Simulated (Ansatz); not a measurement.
# CH6BBrOSSi: the cost of one run

All numbers below are computed with Ansatz 0.2.0 (RKS B3LYP/def2-SVP).

**1. Starting point**

Bond lengths: C1–B2 1.523 Å, B2–O3 1.433 Å, B2–Si4 1.914 Å, Si4–S5 2.171 Å, Si4–Br6 2.321 Å, C1–H7 1.125 Å, C1–H8 1.164 Å, C1–H9 1.069 Å, O3–H10 0.990 Å, Si4–H11 1.428 Å, S5–H12 1.395 Å. Angles (14 of 17 angles, heavy atoms first): C1–B2–O3 119.5°, C1–B2–Si4 122.0°, O3–B2–Si4 118.5°, B2–Si4–S5 110.2°, B2–Si4–Br6 107.2°, S5–Si4–Br6 107.1°, B2–C1–H7 111.1°, B2–C1–H8 111.7°, B2–C1–H9 114.0°, B2–O3–H10 107.2°, B2–Si4–H11 112.9°, S5–Si4–H11 111.8°, Br6–Si4–H11 107.3°, Si4–S5–H12 91.9°.

As a file:

```xyz
12

C    -0.4774    1.4020   -0.3356
B     0.4715    0.4689    0.4057
O     1.6529    1.0026    1.0153
Si    0.1592   -1.4164    0.5149
S    -0.0311   -2.2618   -1.4761
Br   -1.8814   -1.7134    1.5793
H    -1.4977    1.4002    0.1374
H    -0.1077    2.5054   -0.3042
H    -0.6088    1.1576   -1.3680
H     2.3781    0.9492    0.3442
H     1.1461   -2.1001    1.2887
H    -1.1266   -1.4494   -1.7677
```

**2. Relaxing end A**

File input.yaml:

```yaml
crystal:
  periodic: [false, false, false]
  atoms:
    - { symbol: C, position_ang: [-0.4774, 1.402, -0.3356] }
    - { symbol: B, position_ang: [0.4715, 0.4689, 0.4057] }
    - { symbol: O, position_ang: [1.6529, 1.0026, 1.0153] }
    - { symbol: Si, position_ang: [0.1592, -1.4164, 0.5149] }
    - { symbol: S, position_ang: [-0.0311, -2.2618, -1.4761] }
    - { symbol: Br, position_ang: [-1.8814, -1.7134, 1.5793] }
    - { symbol: H, position_ang: [-1.4977, 1.4002, 0.1374] }
    - { symbol: H, position_ang: [-0.1077, 2.5054, -0.3042] }
    - { symbol: H, position_ang: [-0.6088, 1.1576, -1.368] }
    - { symbol: H, position_ang: [2.3781, 0.9492, 0.3442] }
    - { symbol: H, position_ang: [1.1461, -2.1001, 1.2887] }
    - { symbol: H, position_ang: [-1.1266, -1.4494, -1.7677] }
basis:
  gaussian: { orbitals: def2-SVP }
hamiltonian:
  xc: b3lyp
relax:
  f_tol: 0.015
  max_steps: 40
output:
  orbitals: {}
```

Run with:

```console
$ ansatz run input.yaml --threads 2 --pin off --max-ram 3072MiB --backend cpu --events-out ev --progress --plain --runs-dir out
```

What time and memory should one allow on 2 threads of Arm Neoverse V2, shared host?

About 2.2 min, with a peak of 0.41 GiB.
